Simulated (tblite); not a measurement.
# C5H9NO2Si: the cost of one run

Computed with tblite 0.8.0 and PySCF 2.14.0, with density-fitted response routines of our own, on a single molecule in the gas phase. Atoms are numbered from 0 throughout.

## 1. The starting structure

18 atoms, charge 0, multiplicity 1; geometry from: force field or distance geometry start.

Bonds of the start (Å): C0–N1 1.30, N1–C2 1.48, C2–C3 1.55, C3–O4 1.45, O4–C5 1.45, C5–C6 1.52, C6–O7 1.21, C6–Si8 1.89, Si8–C3 1.91, C0–H9 1.10, C0–H10 1.10, C2–H11 1.09, C2–H12 1.10, C3–H13 1.10, C5–H14 1.10, C5–H15 1.09, Si8–H16 1.49, Si8–H17 1.50.

## 2. Geometry optimisation with GFN2-xTB

What the job is given:

```
{"job": {"kind": "relax", "xc": "GFN2-xTB", "basis": "xTB"}, "charge": 0, "multiplicity": 1}
C      2.715400     0.586200    -0.292100
N      1.473000     0.216500    -0.312300
C      1.138700    -0.700500     0.806000
C     -0.392600    -0.709100     1.028500
O     -0.838800     0.568400     1.557600
C     -1.305100     1.408700     0.471900
C     -1.951900     0.614800    -0.648500
O     -2.662400     1.011300    -1.545500
Si    -1.453200    -1.203300    -0.480100
H      3.437300     0.263100     0.470000
H      3.072600     1.271600    -1.073600
H      1.477200    -1.709600     0.558600
H      1.613300    -0.372800     1.741300
H     -0.594300    -1.445900     1.826600
H     -2.038500     2.112400     0.893700
H     -0.462200     1.985400     0.087200
H     -0.657100    -1.788100    -1.591000
H     -2.580100    -2.102800    -0.070000
```

The run is started by

```bash
> OMP_NUM_THREADS=1 python probes_run.py task.json out
```

This one command runs all jobs of the session in turn.

Q: Estimate the wall time of this first job on 1 thread of Arm Neoverse N1, shared host.

About 1.4 s.
